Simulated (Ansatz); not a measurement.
# Antimony, simple cubic under LDA: from relaxation to bulk modulus

The plan for antimony in the simple cubic structure: relax it, solve it on a dense k-mesh, switch on spin-orbit coupling, then scale the cell to 7 volumes from 88 to 112 % of the relaxed one and try a fit of the equation of state. The k-meshes are 10×10×10 for the relaxation; 17×17×17 for the dense run; 10×10×10 for spin-orbit coupling; 12×12×12 for the volumes.

Program: Ansatz 0.2.0. Level of theory: DFT LDA (PW92), plane waves (420 eV) with PAW, scalar-relativistic; PBE-made PAW files. These are calculated values, not measurements.

## 1. The starting structure

Symmetry: Pm-3m, No. 221, cubic system. The conventional cell has a = 3.085 Å, b = 3.085 Å, c = 3.085 Å, α = 90.00°, β = 90.00°, γ = 90.00°. Sb (site symmetry m-3m) has 6 Sb at 3.08 Å as nearest neighbours.

As a file:

```
Sb
1.0
     3.08488    0.00000    0.00000
     0.00000    3.08488    0.00000
     0.00000    0.00000    3.08488
Sb
1
Direct
  0.00000 0.00000 0.00000
```

## 2. Geometry optimisation

File input.yaml:

```yaml
crystal:
  lattice:
    - [3.0848839383, 0.0, 0.0]
    - [0.0, 3.0848839383, 0.0]
    - [0.0, 0.0, 3.0848839383]
  atoms:
    - { symbol: Sb, position: [0.0, 0.0, 0.0] }
hamiltonian:
  xc: lda
  pseudopotentials:
    kind: paw
    azcp:
      Sb: "pseudopotentials/Sb.paw.azcp"
basis:
  ecutwfc: 420
  fft_grid_basis: typed
kpoints:
  mp_grid: { grid: [10, 10, 10], shift: [0, 0, 0] }
magnetization:
  spin_polarized: false
scf:
  occupations: { method: fermi_dirac, width: 0.1 }
relax:
  max_steps: 60
  f_tol: 0.01
  cell: {}
output:
  write_density: true
  write_potential: true
  elf: true
  volumetric_format: npy
```

After this run come: Dense single point; With spin-orbit coupling; The cell scaled to 88 % of its volume; The cell scaled to 92 % of its volume; The cell scaled to 96 % of its volume; The cell scaled to 100 % of its volume; The cell scaled to 104 % of its volume; The cell scaled to 108 % of its volume; The cell scaled to 112 % of its volume.

Q: Predict the outcome of this session. Wanted: space group; conventional cell; volume; shortest distance; gap on the mesh; relative to A7 rhombohedral; V₀, B₀, B₀′.

**Answer**, as computed:

```
                      quantity                         value
space group (spins left aside)               Pm-3m (No. 221)
             conventional cell                   a = 3.039 Å
                        volume                28.056 Å³/atom
             shortest distance                       3.039 Å
               gap on the mesh  none (levels filled in part)
   relative to A7 rhombohedral                  +27 meV/atom
                   V₀, B₀, B₀′   28.115 Å³/atom, 64 GPa, 4.8
```

**Reading.** From the guessed start the volume shrank by 4.4 % in 5 steps. It lies 27 meV/atom above the element's reference form at the same level (A7 rhombohedral, from a run of its own). Levels at the Fermi energy are filled in part, as in a metal. The total energy of the spin-orbit run lies -2.3 eV/atom from the scalar one, but the two kinds of run don't share a zero of energy: only differences within one kind count. The fitted modulus is 64 GPa. Relaxation kept the symmetry; phonons were not checked.
